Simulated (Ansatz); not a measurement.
Born–Oppenheimer molecular dynamics of a periodic cell of 23 atoms, Sr4Li3Sb4S12 (host SrLiSbS3, host structure P2_1/c, one Li atom removed), cell charge -1. It starts from an unrelaxed structure (largest force component 0.96 eV/Å).

Theory: DFT PBE, scalar-relativistic, plane waves, PAW (Ansatz). Settings: cutoff 420 eV, k mesh 2x1x1, fermi-dirac smearing 0.05 eV, no spin polarisation.

```json
{
  "ensemble": "NVE (velocity Verlet)",
  "time step": "1.5 fs",
  "steps asked": "130",
  "starting velocities drawn for": "1800 K",
  "seed": "188201"
}
```

First frame:

```xyz
23
Lattice="6.0486 0.0000 0.0000 0.0000 12.5725 0.0000 -0.0440 0.0000 8.0997" Properties=species:S:1:pos:R:3
Li 1.517 9.257 2.950
Li 4.487 3.315 5.150
Li 1.495 9.602 7.000
Sr 4.559 7.253 1.240
Sr 1.468 0.967 2.810
Sr 1.446 5.319 6.860
Sr 4.537 11.606 5.289
Sb 4.437 11.427 1.222
Sb 1.589 5.140 2.828
Sb 1.567 1.146 6.878
Sb 4.415 7.432 5.272
S 1.996 11.063 1.103
S 4.030 4.777 2.947
S 4.008 1.510 6.997
S 1.974 7.796 5.153
S 4.899 9.697 2.972
S 1.128 3.411 1.078
S 1.106 2.875 5.128
S 4.877 9.161 7.022
S 4.472 0.838 2.799
S 1.555 7.124 1.251
S 1.533 11.735 5.301
S 4.450 5.449 6.848
```

**Question.** What does the run give?

**Answer.** The run went to its last step.

| Quantity | Value |
| --- | --- |
| steps done | 130 |
| time covered | 195 fs |
| mean temperature over the second half | 878 K |
| spread of the potential energy over the second half | 23.4 meV per atom |
| mean potential energy of the second half above the start | 114.0 meV per atom |

The conserved energy stayed within 0.094 meV per atom of its start (net change 0.045 meV per atom), so the integration is sound. The temperature averaged 0.49 of the 1800 K drawn at the start: a run that starts near a minimum puts about half its kinetic energy into the potential. A run of 0.2 ps of so small a system gives no equilibrium averages. Limits of this set-up: coarse k mesh, charged cell in a uniform background, uncorrected.

**Question.** What happens to the structure?

**Answer.** Mean squared displacements from the first frame to the last, about the centre of mass: Li 0.48 Å², Sr 0.32 Å², Sb 0.14 Å², S 0.23 Å². The details hang on the random start.

**Question.** How do temperature and energy run in time?

**Answer.** 
```csv
time (fs),T (K),potential energy less start (eV),conserved less start (meV/atom)
0.0,1800,0.000,0.00
15.0,1546,0.722,0.01
30.0,946,2.430,0.08
45.0,755,2.974,0.06
60.0,815,2.801,0.03
75.0,766,2.942,0.03
90.0,659,3.247,0.08
105.0,927,2.485,0.04
120.0,1189,1.737,0.02
135.0,1087,2.028,0.02
150.0,736,3.027,0.08
165.0,720,3.072,0.02
180.0,682,3.181,0.08
195.0,788,2.878,0.05
```

The run took 15 min on 1 thread of Arm Neoverse V1, with other jobs on the host, peak memory 0.96 GiB.
